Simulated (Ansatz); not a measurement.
# C3H11HfNO3: a ladder of functionals and wavefunction methods

An exercise on one series of results from a longer session: the logs are not shown, and one member is left open.

The runs use Ansatz 0.2.0, Gaussian basis; functionals in def2-TZVPP, the program's frozen cores in correlated methods.

Levels to be run: LDA (SPW92), PBE-D4, revPBE-D4, BLYP-D4, r2SCAN-D4, B97M-V, PBE0-D4, B3LYP-D4, r2SCANh-D4, r2SCAN0-D4, HSE06-D4, BHLYP-D4, CAM-B3LYP-D4, LC-ωPBE, ωB97X-V, ωB97M-V, B2PLYP, PBE-QIDH; CCSD(T)/def2-SVP; CCSD(T)/def2-TZVPP; MP2/def2-QZVPP; extrapolation to the limit; RPA on PBE.

### Structure used throughout

All runs share one geometry, relaxed beforehand with PBE0-D4 in a triple-zeta def2 set. Hf takes the def2 core potential; no spin-orbit term is included.

SMILES `CC(C)[NH][Hf]([OH])([OH])[OH]`, 19 atoms, charge 0, spin multiplicity 1.

Atoms are counted from 1 here; the program's logs count them from 0.

Bond lengths: C1–C2 1.522 Å, C1–H9 1.094 Å, C1–H10 1.093 Å, C1–H11 1.094 Å, C2–C3 1.519 Å, C2–N4 1.451 Å, C2–H12 1.102 Å, C3–H13 1.094 Å, C3–H14 1.096 Å, C3–H15 1.092 Å, N4–Hf5 2.045 Å, N4–H16 1.014 Å, Hf5–O6 1.944 Å, Hf5–O7 1.944 Å, Hf5–O8 1.935 Å, O6–H17 0.952 Å, O7–H18 0.951 Å, O8–H19 0.951 Å. Angles: C2–C1–H9 111.3°, C2–C1–H10 110.9°, C2–C1–H11 110.2°, H9–C1–H10 107.9°, H9–C1–H11 108.6°, H10–C1–H11 107.9°, C1–C2–C3 110.9°, C1–C2–N4 111.4°, C1–C2–H12 107.7°, C3–C2–N4 109.6°, C3–C2–H12 107.4°, N4–C2–H12 109.7°, C2–C3–H13 111.1°, C2–C3–H14 110.4°, C2–C3–H15 111.1°, H13–C3–H14 108.5°, H13–C3–H15 107.9°, H14–C3–H15 107.7° and more.

The first run:

Input file in.yaml:

```yaml
crystal:
  periodic: [false, false, false]
  atoms:
    - {symbol: C, position_ang: [0.780593, -1.873082, 1.431398]}
    - {symbol: C, position_ang: [0.934086, -1.013406, 0.184559]}
    - {symbol: C, position_ang: [1.617486, 0.302978, 0.514219]}
    - {symbol: N, position_ang: [-0.349213, -0.752877, -0.439653]}
    - {symbol: Hf, position_ang: [-1.288232, 0.983928, -0.970588]}
    - {symbol: O, position_ang: [-1.793949, 2.005962, 0.603682]}
    - {symbol: O, position_ang: [-0.110015, 2.089208, -2.051176]}
    - {symbol: O, position_ang: [-2.857087, 0.372202, -1.924404]}
    - {symbol: H, position_ang: [1.752584, -2.100354, 1.878549]}
    - {symbol: H, position_ang: [0.290701, -2.821463, 1.194248]}
    - {symbol: H, position_ang: [0.168069, -1.354233, 2.174264]}
    - {symbol: H, position_ang: [1.585594, -1.556171, -0.518976]}
    - {symbol: H, position_ang: [1.763986, 0.906623, -0.385776]}
    - {symbol: H, position_ang: [1.014058, 0.878978, 1.225317]}
    - {symbol: H, position_ang: [2.595897, 0.134771, 0.968739]}
    - {symbol: H, position_ang: [-0.841498, -1.618979, -0.626709]}
    - {symbol: H, position_ang: [-2.005715, 2.047597, 1.530384]}
    - {symbol: H, position_ang: [0.325568, 2.910062, -2.254755]}
    - {symbol: H, position_ang: [-3.582912, 0.458244, -2.533341]}
basis:
  gaussian: {orbitals: def2-TZVPP}
hamiltonian: {xc: lda}
output: {orbitals: {seedname: orbitals}}
```

The run is started by

```console
$ ansatz run in.yaml --threads 4 --pin off --events-out ev --progress --plain --max-ram 66560MiB --backend cuda --devices 0, --max-vram 37GiB
```

Steps of the session up to this table: LDA; PBE-D4 (GGA); revPBE-D4 (GGA); BLYP-D4 (GGA); r2SCAN-D4 (meta-GGA); B97M-V (meta-GGA); B3LYP-D4 (hybrid); r2SCANh-D4 (hybrid); r2SCAN0-D4 (hybrid); HSE06-D4 (hybrid); BHLYP-D4 (hybrid); CAM-B3LYP-D4 (range-separated); LC-ωPBE (range-separated); ωB97X-V (range-separated); ωB97M-V (range-separated); B2PLYP (double hybrid); PBE-QIDH (double hybrid).

One of the session's tables, all rows but one given; the rest of the session is left out.

It belongs to the step «Frontier levels by functional». 

| functional | HOMO (eV) | gap (eV) |
| --- | --- | --- |
| LDA (SPW92) | -5.23 | 4.45 |
| PBE-D4 | -5.05 | 4.46 |
| revPBE-D4 | -4.98 | 4.48 |
| BLYP-D4 | -4.93 | 4.34 |
| r2SCAN-D4 | -5.30 | 5.23 |
| B97M-V | ? | ? |
| PBE0-D4 | -6.36 | 6.50 |
| B3LYP-D4 | -6.15 | 5.97 |
| r2SCANh-D4 | -5.80 | 5.96 |
| r2SCAN0-D4 | -6.55 | 7.02 |
| HSE06-D4 | -5.96 | 5.75 |
| BHLYP-D4 | -7.61 | 8.26 |
| CAM-B3LYP-D4 | -7.75 | 8.54 |
| LC-ωPBE | -9.08 | 11.04 |
| ωB97X-V | -8.76 | 10.50 |
| ωB97M-V | -8.68 | 9.95 |

**Question.** Estimate the row for B97M-V.

As computed: HOMO (eV): -5.40; gap (eV): 4.86. In the column «HOMO (eV)» it lies between r2SCANh-D4 (-5.80) and r2SCAN-D4 (-5.30).
